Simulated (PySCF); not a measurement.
**C₃H₇NSi: electronic excitations at several levels of theory**

Aim: compute the electronic excitations of C₃H₇NSi (`C[SiH](C)C#N`) at several levels, and see how far they spread and what each costs.

Programs: PySCF 2.14.0, with density-fitted response routines of our own. Each step states its level of theory. These are calculated values for one molecule in the gas phase, unless marked as measured. Atoms count from 0, in the outputs and in this text.

### Step 1. The starting structure

12 atoms, charge 0, multiplicity 1; geometry from: PBE0-D3(BJ)/def2-SVP.

Bonds of the start (Å): C0–Si1 1.87, Si1–C2 1.87, Si1–C3 1.87, C3–N4 1.16, C0–H5 1.10, C0–H6 1.10, C0–H7 1.10, Si1–H8 1.49, C2–H9 1.10, C2–H10 1.10, C2–H11 1.10.

### Step 2. Ultraviolet spectrum: PBE0/def2-TZVP

What the job is given:

```
{"job": {"kind": "uv", "xc": "PBE0", "basis": "def2-TZVP"}, "charge": 0, "multiplicity": 1}
C      1.661094    -0.157306    -0.084150
Si    -0.129467     0.185602    -0.500122
C     -1.320547    -0.944449     0.393857
C     -0.503607     1.939203     0.033115
N     -0.723476     3.022349     0.385621
H      1.931347    -1.186050    -0.369182
H      1.837670    -0.038054     0.995617
H      2.328945     0.534015    -0.619779
H     -0.358400     0.159419    -1.974126
H     -2.364892    -0.678266     0.173332
H     -1.169976    -0.882092     1.482445
H     -1.157126    -1.988291     0.082893
```

With the program's defaults for keys left out, this is: TDDFT PBE0/def2-TZVP, vertical, gas phase, core orbitals frozen in the response.

Launch:

```
$ OMP_NUM_THREADS=1 python probes_run.py task.json out
```

The driver reads the jobs from task.json and runs them one after another.

Standard output:

```text
coarse grid: 10288 points
cycle   1  E = -462.4807086377  dE =  1.789e-01  |g| = 5.035e-01  |ddm| = 2.524e+00
cycle   2  E = -462.3883687970  dE =  9.234e-02  |g| = 8.157e-01  |ddm| = 8.266e-01
cycle   3  E = -462.5300103055  dE = -1.416e-01  |g| = 2.393e-01  |ddm| = 5.479e-01
cycle   4  E = -462.5422292131  dE = -1.222e-02  |g| = 3.770e-02  |ddm| = 1.318e-01
cycle   5  E = -462.5425417420  dE = -3.125e-04  |g| = 9.432e-03  |ddm| = 3.002e-02
cycle   6  E = -462.5425654823  dE = -2.374e-05  |g| = 9.094e-04  |ddm| = 7.985e-03
cycle   7  E = -462.5425656987  dE = -2.164e-07  |g| = 2.975e-04  |ddm| = 1.077e-03
final grid: 94152 points
cycle   8  E = -462.5323272426  dE = -3.725e-05  |g| = 6.671e-03  |ddm| = 3.521e-02
cycle   9  E = -462.5323238953  dE =  3.347e-06  |g| = 7.622e-03  |ddm| = 9.270e-03
cycle  10  E = -462.5323370831  dE = -1.319e-05  |g| = 1.700e-03  |ddm| = 5.035e-03
cycle  11  E = -462.5323376805  dE = -5.974e-07  |g| = 3.918e-04  |ddm| = 9.294e-04
cycle  12  E = -462.5323377125  dE = -3.196e-08  |g| = 1.071e-04  |ddm| = 3.065e-04
cycle  13  E = -462.5323377154  dE = -2.969e-09  |g| = 1.094e-05  |ddm| = 9.540e-05
cycle  14  E = -462.5323377155  dE = -2.979e-11  |g| = 2.636e-06  |ddm| = 1.121e-05
converged SCF energy = -462.5323377155

Static polarisability (au): isotropic 64.072, principal 54.804 62.656 74.754

Singlet excitations
state   eV       nm        f      main configurations
  1   6.9722    177.8   0.00000   H->L 0.28, H-1->L+1 0.26, H-1->L 0.11
  2   7.2690    170.6   0.00359   H->L+1 0.29, H-1->L 0.29, H-1->L+1 0.12
  3   7.2754    170.4   0.01737   H-1->L+1 0.31, H->L 0.27, H-1->L 0.12
  4   8.0036    154.9   0.00175   H-2->L 0.90
  5   8.0088    154.8   0.00087   H-2->L+1 0.89
  6   8.1554    152.0   0.00572   H-3->L 0.39, H-3->L+1 0.14, H->L 0.13
  7   8.2421    150.4   0.18929   H->L+1 0.34, H-3->L+1 0.23, H-1->L 0.14
  8   8.3605    148.3   0.04533   H-4->L 0.36, H-1->L 0.17, H-3->L+1 0.14
  9   8.4200    147.2   0.09465   H-4->L+1 0.45, H-4->L 0.16, H-3->L 0.12
 10   8.8513    140.1   0.03158   H->L+2 0.86

Triplet excitations (Tamm-Dancoff, eV): 5.7129 6.2207 6.2222 6.8867
```

It took 28 s on 1 thread of Arm Neoverse V1, shared host; peak memory 0.83 GiB.

The orbitals next to the gap, with their largest atomic shares:

```csv
orbital,eV,atoms
HOMO−3,-10.07,"C3 29 %, N4 28 %, C0 12 %"
HOMO−2,-9.96,"N4 60 %, C3 20 %, Si1 10 %"
HOMO−1,-9.28,"N4 27 %, C3 19 %, Si1 19 %"
HOMO,-9.21,"N4 23 %, C2 20 %, C0 19 %"
LUMO,-0.24,"Si1 30 %, C3 28 %, N4 25 %"
LUMO+1,-0.23,"Si1 31 %, C3 28 %, N4 25 %"
LUMO+2,0.89,"Si1 17 %, C3 11 %, H5 9 %"
```

With each of the 10 states as a Gaussian band of 0.4 eV half-width at 1/e, the curve within the window shown has maxima at 168 nm (ε 890), 149 nm (ε 13,000) L/(mol cm). Beyond the last state computed it falls off for lack of states. The curve at chosen wavelengths:

nm, ε (L/mol/cm) and a bar:
```
      135        945 ##
      137       1787 ####
      140       4047 #########
      142       6420 ###############
      144       9244 #####################
      147      12677 #############################
      149      13246 ##############################
      152      11076 #########################
      154       8440 ###################
      156       5768 #############
      159       2795 ######
      161       1687 ####
      163       1133 ###
      166        897 ##
      168        889 ##
      170        878 ##
      173        773 ##
      175        648 #
      177        505 #
      180        305 #
      182        201 
      185         96 
      187         55 
      189         30 
      192         11 
      194          5
```

Further results of this job:

```csv
property,computed
dipole moment (D),4.25
polarisability (Å³),9.49
HOMO–LUMO gap (eV),8.98
−ε(HOMO) (eV),9.21
```

### Step 3. Excited states and response: PBE0/aug-cc-pVDZ

Settings changed since step 2:

```diff
@@ -1,2 +1,2 @@
-{"job": {"kind": "uv", "xc": "PBE0", "basis": "def2-TZVP"}, "charge": 0, "multiplicity": 1}
+{"job": {"kind": "uv", "xc": "PBE0", "basis": "aug-cc-pVDZ"}, "charge": 0, "multiplicity": 1}
 C      1.661094    -0.157306    -0.084150
```

Level: TDDFT PBE0/aug-cc-pVDZ, vertical, gas phase, core orbitals frozen in the response.

Standard output:

```text
coarse grid: 10288 points
cycle   1  E = -462.4011396526  dE =  2.207e-01  |g| = 4.719e-01  |ddm| = 8.078e+00
cycle   2  E = -462.3100416422  dE =  9.110e-02  |g| = 7.875e-01  |ddm| = 2.004e+00
cycle   3  E = -462.4487357490  dE = -1.387e-01  |g| = 2.168e-01  |ddm| = 1.249e+00
cycle   4  E = -462.4593561917  dE = -1.062e-02  |g| = 2.949e-02  |ddm| = 3.325e-01
cycle   5  E = -462.4595576771  dE = -2.015e-04  |g| = 8.198e-03  |ddm| = 6.541e-02
cycle   6  E = -462.4595780657  dE = -2.039e-05  |g| = 7.264e-04  |ddm| = 1.905e-02
cycle   7  E = -462.4595782391  dE = -1.734e-07  |g| = 2.047e-04  |ddm| = 2.464e-03
final grid: 94152 points
cycle   8  E = -462.4722583103  dE = -1.642e-05  |g| = 6.658e-03  |ddm| = 1.456e-01
cycle   9  E = -462.4722554945  dE =  2.816e-06  |g| = 7.510e-03  |ddm| = 2.780e-02
cycle  10  E = -462.4722697457  dE = -1.425e-05  |g| = 1.245e-03  |ddm| = 1.416e-02
cycle  11  E = -462.4722700859  dE = -3.402e-07  |g| = 2.908e-04  |ddm| = 1.866e-03
cycle  12  E = -462.4722701056  dE = -1.970e-08  |g| = 6.475e-05  |ddm| = 5.581e-04
cycle  13  E = -462.4722701067  dE = -1.113e-09  |g| = 9.260e-06  |ddm| = 1.373e-04
cycle  14  E = -462.4722701067  dE = -2.387e-11  |g| = 2.461e-06  |ddm| = 3.299e-05
converged SCF energy = -462.4722701067

Static polarisability (au): isotropic 67.629, principal 58.270 66.701 77.915

Singlet excitations
state   eV       nm        f      main configurations
  1   6.9977    177.2   0.00015   H-1->L+1 0.29, H->L 0.27, H->L+2 0.16
  2   7.2912    170.0   0.00415   H->L+1 0.36, H-1->L 0.32, H-1->L+2 0.13
  3   7.2937    170.0   0.02652   H-1->L+1 0.42, H->L 0.28, H->L+2 0.09
  4   7.9370    156.2   0.04708   H->L 0.40, H-3->L 0.26, H->L+2 0.22
  5   7.9796    155.4   0.14048   H-1->L 0.58, H->L+1 0.24
  6   8.0206    154.6   0.00136   H-2->L 0.65, H-2->L+2 0.30
  7   8.0588    153.8   0.00050   H-2->L+1 0.85, H-2->L+4 0.10
  8   8.2371    150.5   0.03753   H-3->L+1 0.38, H->L+1 0.28, H-1->L+2 0.10
  9   8.2665    150.0   0.04492   H-4->L+1 0.40, H->L+2 0.23, H-1->L+1 0.13
 10   8.4507    146.7   0.02363   H-3->L 0.29, H->L+2 0.25, H-4->L+1 0.23

Triplet excitations (Tamm-Dancoff, eV): 5.7502 6.2713 6.2718 6.9443
```

Wall time 25 s (1 thread of Arm Neoverse V1, shared host); peak memory 0.8 GiB.

In short: HOMO -9.20 eV, LUMO -0.49 eV; lowest singlet 7.00 eV.

### Step 4. Excited states and response: PBE0/def2-TZVPD

Settings changed since step 3:

```diff
@@ -1,2 +1,2 @@
-{"job": {"kind": "uv", "xc": "PBE0", "basis": "aug-cc-pVDZ"}, "charge": 0, "multiplicity": 1}
+{"job": {"kind": "uv", "xc": "PBE0", "basis": "def2-TZVPD"}, "charge": 0, "multiplicity": 1}
 C      1.661094    -0.157306    -0.084150
```

Level: TDDFT PBE0/def2-TZVPD, vertical, gas phase, core orbitals frozen in the response.

Standard output:

```text
coarse grid: 10288 points
cycle   1  E = -462.4814744520  dE =  1.789e-01  |g| = 5.031e-01  |ddm| = 3.049e+00
cycle   2  E = -462.3887846831  dE =  9.269e-02  |g| = 8.164e-01  |ddm| = 1.171e+00
cycle   3  E = -462.5306393939  dE = -1.419e-01  |g| = 2.398e-01  |ddm| = 6.408e-01
cycle   4  E = -462.5428972923  dE = -1.226e-02  |g| = 3.772e-02  |ddm| = 1.400e-01
cycle   5  E = -462.5432105974  dE = -3.133e-04  |g| = 9.388e-03  |ddm| = 3.917e-02
cycle   6  E = -462.5432341486  dE = -2.355e-05  |g| = 9.279e-04  |ddm| = 8.304e-03
cycle   7  E = -462.5432343727  dE = -2.241e-07  |g| = 2.984e-04  |ddm| = 1.618e-03
final grid: 94152 points
cycle   8  E = -462.5330096341  dE = -3.928e-05  |g| = 6.685e-03  |ddm| = 1.389e-01
cycle   9  E = -462.5330062447  dE =  3.389e-06  |g| = 7.651e-03  |ddm| = 1.140e-02
cycle  10  E = -462.5330195142  dE = -1.327e-05  |g| = 1.719e-03  |ddm| = 5.605e-03
cycle  11  E = -462.5330201248  dE = -6.105e-07  |g| = 3.931e-04  |ddm| = 1.058e-03
cycle  12  E = -462.5330201568  dE = -3.207e-08  |g| = 1.093e-04  |ddm| = 3.491e-04
cycle  13  E = -462.5330201599  dE = -3.106e-09  |g| = 1.125e-05  |ddm| = 1.162e-04
cycle  14  E = -462.5330201600  dE = -3.195e-11  |g| = 2.689e-06  |ddm| = 1.750e-05
converged SCF energy = -462.5330201600

Static polarisability (au): isotropic 67.364, principal 58.129 66.503 77.460

Singlet excitations
state   eV       nm        f      main configurations
  1   6.9460    178.5   0.00005   H->L 0.36, H-1->L+1 0.33, H-3->L 0.08
  2   7.2314    171.5   0.00402   H->L+1 0.39, H-1->L 0.39
  3   7.2367    171.3   0.02188   H-1->L+1 0.44, H->L 0.33
  4   7.9586    155.8   0.00149   H-2->L 0.83, H-2->L+2 0.13
  5   7.9740    155.5   0.00926   H-2->L+1 0.62, H-3->L 0.18
  6   8.0135    154.7   0.02092   H-3->L 0.32, H-2->L+1 0.29, H->L 0.18
  7   8.0609    153.8   0.20498   H-1->L 0.43, H->L+1 0.35, H-4->L 0.09
  8   8.2204    150.8   0.00884   H-3->L+1 0.41, H-4->L 0.25, H->L+1 0.14
  9   8.2793    149.8   0.09537   H-4->L+1 0.59, H->L+2 0.19, H-1->L+1 0.14
 10   8.4820    146.2   0.00034   H->L+2 0.56, H-3->L 0.23, H-4->L+1 0.11

Triplet excitations (Tamm-Dancoff, eV): 5.7053 6.2081 6.2090 6.8706
```

Run time: 39 s. Hardware: 1 thread of Arm Neoverse V1, shared host; peak memory 0.97 GiB.

Key values: HOMO -9.22 eV, LUMO -0.41 eV; lowest singlet 6.95 eV.

### Step 5. Excited states and response: PBE0/6-31+G*

Settings changed since step 4:

```diff
@@ -1,2 +1,2 @@
-{"job": {"kind": "uv", "xc": "PBE0", "basis": "def2-TZVPD"}, "charge": 0, "multiplicity": 1}
+{"job": {"kind": "uv", "xc": "PBE0", "basis": "6-31+G*"}, "charge": 0, "multiplicity": 1}
 C      1.661094    -0.157306    -0.084150
```

Method: TDDFT PBE0/6-31+G*, vertical, gas phase, core orbitals frozen in the response.

Standard output:

```text
coarse grid: 10288 points
cycle   1  E = -462.4338958508  dE =  2.034e-01  |g| = 4.709e-01  |ddm| = 3.168e+00
cycle   2  E = -462.3492758855  dE =  8.462e-02  |g| = 7.677e-01  |ddm| = 1.103e+00
cycle   3  E = -462.4814764497  dE = -1.322e-01  |g| = 2.181e-01  |ddm| = 7.017e-01
cycle   4  E = -462.4922344276  dE = -1.076e-02  |g| = 2.988e-02  |ddm| = 1.742e-01
cycle   5  E = -462.4924431660  dE = -2.087e-04  |g| = 7.759e-03  |ddm| = 4.166e-02
cycle   6  E = -462.4924613171  dE = -1.815e-05  |g| = 6.637e-04  |ddm| = 1.070e-02
cycle   7  E = -462.4924614646  dE = -1.475e-07  |g| = 1.740e-04  |ddm| = 1.627e-03
final grid: 94152 points
cycle   8  E = -462.4415350719  dE = -1.412e-05  |g| = 6.703e-03  |ddm| = 2.807e-02
cycle   9  E = -462.4415318755  dE =  3.196e-06  |g| = 7.723e-03  |ddm| = 1.209e-02
cycle  10  E = -462.4415466937  dE = -1.482e-05  |g| = 1.622e-03  |ddm| = 6.738e-03
cycle  11  E = -462.4415472793  dE = -5.856e-07  |g| = 2.513e-04  |ddm| = 1.261e-03
cycle  12  E = -462.4415472948  dE = -1.551e-08  |g| = 6.367e-05  |ddm| = 3.312e-04
cycle  13  E = -462.4415472959  dE = -1.088e-09  |g| = 8.338e-06  |ddm| = 7.979e-05
cycle  14  E = -462.4415472959  dE = -1.683e-11  |g| = 1.782e-06  |ddm| = 2.155e-05
converged SCF energy = -462.4415472959

Static polarisability (au): isotropic 61.549, principal 52.634 59.275 72.739

Singlet excitations
state   eV       nm        f      main configurations
  1   7.0380    176.2   0.00010   H-1->L+1 0.34, H->L 0.30, H->L+2 0.10
  2   7.3396    168.9   0.00481   H->L+1 0.39, H-1->L 0.34, H-1->L+2 0.09
  3   7.3424    168.9   0.03057   H-1->L+1 0.42, H->L 0.33
  4   8.0204    154.6   0.04892   H-3->L 0.35, H->L 0.32, H->L+2 0.19
  5   8.0706    153.6   0.12700   H-1->L 0.38, H-2->L 0.23, H->L+1 0.21
  6   8.0862    153.3   0.05844   H-2->L 0.50, H-2->L+2 0.15, H-1->L 0.13
  7   8.0957    153.1   0.00251   H-2->L+1 0.85
  8   8.3019    149.3   0.01913   H-3->L+1 0.41, H->L+1 0.19, H-4->L 0.15
  9   8.3627    148.3   0.07903   H-4->L+1 0.52, H->L+2 0.21, H-1->L+1 0.14
 10   8.5655    144.7   0.01521   H->L+2 0.39, H-3->L 0.32, H-4->L+1 0.17

Triplet excitations (Tamm-Dancoff, eV): 5.7713 6.3036 6.3065 6.9698
```

It took 13 s on 1 thread of Arm Neoverse V1, shared host; peak memory 0.58 GiB.

This run: HOMO -9.21 eV, LUMO -0.41 eV; lowest singlet 7.04 eV.

### Step 6. Side by side: electronic excitations

Excitations and ground-state properties, with basis size and wall time:

```csv
run,lowest singlet (eV),brightest (eV),f,gap (eV),α (Å³),μ (D),functions,time
PBE0/def2-TZVP,6.97,8.24,0.189,8.98,9.49,4.25,203,28 s
PBE0/aug-cc-pVDZ,7.00,7.98,0.140,8.72,10.02,4.31,182,25 s
PBE0/def2-TZVPD,6.95,8.06,0.205,8.81,9.98,4.28,254,39 s
PBE0/6-31+G*,7.04,8.07,0.127,8.80,9.12,4.33,108,13 s
```

### Step 7. What came out

| quantity | value |
| --- | --- |
| lowest singlet (PBE0/def2-TZVP) | 6.97 eV (178 nm), f = 0.000 |
| brightest single state of those computed | state 7, 8.24 eV, f = 0.189 |
| lowest triplet | 5.71 eV |
| range of the lowest singlet | 6.95 to 7.04 eV |

What this shows: Single values in the summary come from the first sound run of each kind (PBE0/def2-TZVP), which need not be the best level. The first singlet state (HOMO→LUMO 0.28, HOMO−1→LUMO+1 0.26) lies at 6.97 eV and is dark; of the 10 states computed, the strongest absorption comes from state 7 at 8.24 eV. The lowest triplet lies 1.26 eV below the lowest singlet (triplets in Tamm-Dancoff, singlets in full TDDFT). The basis of PBE0/def2-TZVP has no diffuse functions, so Rydberg states are missing and the high states are unreliable. The lowest singlet runs from 6.95 eV (PBE0/def2-TZVPD) to 7.04 eV (PBE0/6-31+G*), while the orbital gap spans 8.72 to 8.98 eV. The lowest state need not be the same one in every run.
